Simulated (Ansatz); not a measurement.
# CH6FInOSi: one species, many methods

An exercise on one series of results from a longer session: the logs are not shown, and one member is left open.

Computed with Ansatz 0.2.0, Gaussian basis. Level: functionals in def2-TZVPP, the program's frozen cores in correlated methods.

The runs, in order: LDA (SPW92), PBE-D4, revPBE-D4, BLYP-D4, r2SCAN-D4, B97M-V, PBE0-D4, B3LYP-D4, r2SCANh-D4, r2SCAN0-D4, HSE06-D4, BHLYP-D4, CAM-B3LYP-D4, LC-ωPBE, ωB97X-V, ωB97M-V, B2PLYP, PBE-QIDH; CCSD(T)/def2-SVP; CCSD(T)/def2-TZVPP; MP2/def2-QZVPP; extrapolation to the limit; RPA on PBE.

### The relaxed structure

An earlier PBE0-D4 in a triple-zeta def2 set relaxation fixed the geometry. In takes the def2 core potential; no spin-orbit term is included.

SMILES `[CH3][In]([F])[O][SiH3]`, 11 atoms, charge 0, spin multiplicity 1.

Atoms are counted from 1 here; the program's logs count them from 0.

Bond lengths: C1–In2 2.119 Å, C1–H6 1.089 Å, C1–H7 1.088 Å, C1–H8 1.090 Å, In2–F3 1.946 Å, In2–O4 1.970 Å, O4–Si5 1.625 Å, Si5–H9 1.489 Å, Si5–H10 1.489 Å, Si5–H11 1.497 Å. Angles: In2–C1–H6 109.4°, In2–C1–H7 109.1°, In2–C1–H8 108.7°, H6–C1–H7 110.5°, H6–C1–H8 109.5°, H7–C1–H8 109.6°, C1–In2–F3 123.8°, C1–In2–O4 130.3°, F3–In2–O4 106.0°, In2–O4–Si5 137.9°, O4–Si5–H9 110.7°, O4–Si5–H10 110.7°, O4–Si5–H11 111.3°, H9–Si5–H10 108.7°, H9–Si5–H11 107.7°, H10–Si5–H11 107.7°.

The first run:

in.yaml reads:

```yaml
crystal:
  periodic: [false, false, false]
  atoms:
    - {symbol: C, position_ang: [-1.443970, -1.008726, 1.462805]}
    - {symbol: In, position_ang: [0.580060, -0.696379, 0.917705]}
    - {symbol: F, position_ang: [2.089201, -1.472801, 1.869870]}
    - {symbol: O, position_ang: [1.353846, 0.363678, -0.551868]}
    - {symbol: Si, position_ang: [0.825704, 1.273025, -1.790668]}
    - {symbol: H, position_ang: [-2.067615, -0.980212, 0.570979]}
    - {symbol: H, position_ang: [-1.533855, -1.972099, 1.961169]}
    - {symbol: H, position_ang: [-1.749022, -0.215156, 2.144587]}
    - {symbol: H, position_ang: [1.295619, 2.678635, -1.649891]}
    - {symbol: H, position_ang: [1.320145, 0.733085, -3.086708]}
    - {symbol: H, position_ang: [-0.670112, 1.296950, -1.847970]}
basis:
  gaussian: {orbitals: def2-TZVPP}
hamiltonian: {xc: lda}
output: {orbitals: {seedname: orbitals}}
```

Run with:

```console
$ ansatz run in.yaml --threads 2 --pin off --events-out ev --progress --plain --max-ram 32768MiB --backend cpu
```

Steps of the session up to this table: LDA; PBE-D4 (GGA); revPBE-D4 (GGA); BLYP-D4 (GGA); r2SCAN-D4 (meta-GGA); B97M-V (meta-GGA); PBE0-D4 (hybrid); B3LYP-D4 (hybrid); r2SCANh-D4 (hybrid); r2SCAN0-D4 (hybrid); HSE06-D4 (hybrid); BHLYP-D4 (hybrid); CAM-B3LYP-D4 (range-separated); LC-ωPBE (range-separated); ωB97X-V (range-separated); ωB97M-V (range-separated); B2PLYP (double hybrid); PBE-QIDH (double hybrid).

One of the session's tables, all rows but one given; the rest of the session is left out.

It belongs to the step «Orbital energies across the functionals». 

```
  functional  HOMO (eV)  LUMO (eV)  gap (eV)
 LDA (SPW92)      -7.08      -2.76      4.32
      PBE-D4      -6.94      -2.47      4.47
   revPBE-D4      -6.88      -2.35      4.54
     BLYP-D4      -6.84      -2.45      4.40
   r2SCAN-D4      -7.26      -2.19      5.07
      B97M-V      -7.37      -2.42      4.94
     PBE0-D4      -8.34      -1.56      6.78
    B3LYP-D4      -8.13      -1.90      6.23
  r2SCANh-D4      -7.79      -1.87      5.92
  r2SCAN0-D4      -8.57      -1.39      7.18
    HSE06-D4      -7.94      -1.93      6.01
    BHLYP-D4      -9.67      -0.75      8.92
CAM-B3LYP-D4          ?          ?         ?
     LC-ωPBE     -11.08       0.68     11.76
     ωB97X-V     -10.74       0.47     11.21
     ωB97M-V     -10.63       0.21     10.84
```

**Question.** Estimate the row for CAM-B3LYP-D4.

**Answer.** HOMO (eV): -9.75; LUMO (eV): -0.65; gap (eV): 9.10. In the column «HOMO (eV)» it lies between ωB97M-V (-10.63) and BHLYP-D4 (-9.67).
